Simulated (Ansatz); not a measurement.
# GeH2+ (doublet): from Hartree-Fock to the top rungs at distance Ge1–H2 = 1.861 Å, aug-cc-pVDZ

How much of the correlation energy of GeH2+ (doublet) does each wave-function method recover here?

Program: Ansatz 0.2.0, Gaussian basis. Level of theory: aug-cc-pVDZ, core rule «outside noble gas», up to 14 orbitals frozen. These are calculated values, not measurements.

Plan: UHF; CCSD(T) on ROHF; CCSD(T) on UHF; BCCD(T) on ROHF; CISD; CCSDT(Q) on ROHF; CCSDT(Q) on UHF; CASSCF and MRCISD+Q, 3 electrons in 3 orbitals; CASSCF and NEVPT2, 3 electrons in 3 orbitals; CASSCF and MRCISD+Q, 5 electrons in 6 orbitals; CASSCF and NEVPT2, 5 electrons in 6 orbitals; Full CI.

20 further runs of the same task are left out: 2 for a known fault of the program, 15 that didn't finish, 3 set aside as unsound or not needed.

## Step 1: The system

The geometry derives from a PBE0/def2-TZVP stationary point (not a proven minimum). One bond is set to the value named and the two fragments are kept rigid. No spin-orbit coupling is included. The filled d shell of Ge may be among the frozen orbitals whatever the setting's name suggests; the logs give the count.

3 atoms, charge 1, spin multiplicity 2.

Atoms are counted from 1 here; the program's logs count them from 0.

Bond lengths: Ge1–H2 1.861 Å, Ge1–H3 1.552 Å. Angles: H2–Ge1–H3 120.9°.

## Step 2: UHF

in.yaml reads:

```yaml
crystal:
  periodic: [false, false, false]
  atoms:
    - {symbol: Ge, position_ang: [0.000000, -0.022720, 0.003634]}
    - {symbol: H, position_ang: [0.000000, 0.894957, -1.615376]}
    - {symbol: H, position_ang: [0.000000, 0.742400, 1.353496]}
basis:
  gaussian: {orbitals: aug-cc-pVDZ}
total_charge: 1
magnetization: {spin_polarized: true, initial_magnetization: 1}
hamiltonian: {xc: hf}
output: {orbitals: {seedname: orbitals}}
```

Command:

```bash
ansatz run in.yaml --threads 1 --pin off --events-out ev --progress --plain --max-ram 2393MiB
```

After this run come: CCSD(T) on ROHF; CCSD(T) on UHF; BCCD(T) on ROHF; CISD; CCSDT(Q) on ROHF; CCSDT(Q) on UHF; CASSCF and MRCISD+Q, 3 electrons in 3 orbitals; CASSCF and NEVPT2, 3 electrons in 3 orbitals; CASSCF and MRCISD+Q, 5 electrons in 6 orbitals; CASSCF and NEVPT2, 5 electrons in 6 orbitals; Full CI.

Q: Predict the results of all the runs planned. Wanted: FCI below the RHF energy; RMP2 from FCI; UMP2 from FCI; RCCSD from FCI; RCCSD(T) from FCI; UCCSD(T) from FCI; RCCSDT(Q) from FCI; UCCSDT(Q) from FCI; NEVPT2 pair from FCI.

The runs gave:

| quantity | value |
| --- | --- |
| FCI below the RHF energy | -2.5275 eV |
| RMP2 from FCI | +16.60 kcal/mol |
| UMP2 from FCI | +16.71 kcal/mol |
| RCCSD from FCI | +1.73 kcal/mol |
| RCCSD(T) from FCI | +0.49 kcal/mol |
| UCCSD(T) from FCI | +0.39 kcal/mol |
| RCCSDT(Q) from FCI | -0.01 kcal/mol |
| UCCSDT(Q) from FCI | -0.09 kcal/mol |
| NEVPT2 pair from FCI | +13.49 kcal/mol |
| MRCISD+Q pair from FCI | -0.26 kcal/mol |
| NEVPT2 valence from FCI | +8.51 kcal/mol |
| levels within 1 kcal/mol (43 meV) | RCCSD(T), UCCSD(T), BCCD(T), RCCSDT, UCCSDT, RCCSDT(Q), UCCSDT(Q), MRCISD+Q pair, MRCISD valence, MRCISD+Q valence |
| T1 diagnostic | 0.030 |
| effectively unpaired electrons | 1.05 |

In words: RCCSD(T) misses by +0.49 kcal/mol, 0.8 % of the correlation energy. UCCSDT, UCCSDT(Q), MRCISD+Q pair fall below full CI: unrestricted runs freeze a spin-polarised core, another one than full CI's, and coupled cluster isn't variational. One determinant dominates. Of the multireference levels listed MRCISD+Q valence comes nearest in total energy (+0.07 kcal/mol), which doesn't show that its space is the better one. These misses are within one basis, not against nature; the frozen cores of restricted and unrestricted runs differ, which can shift their rows.
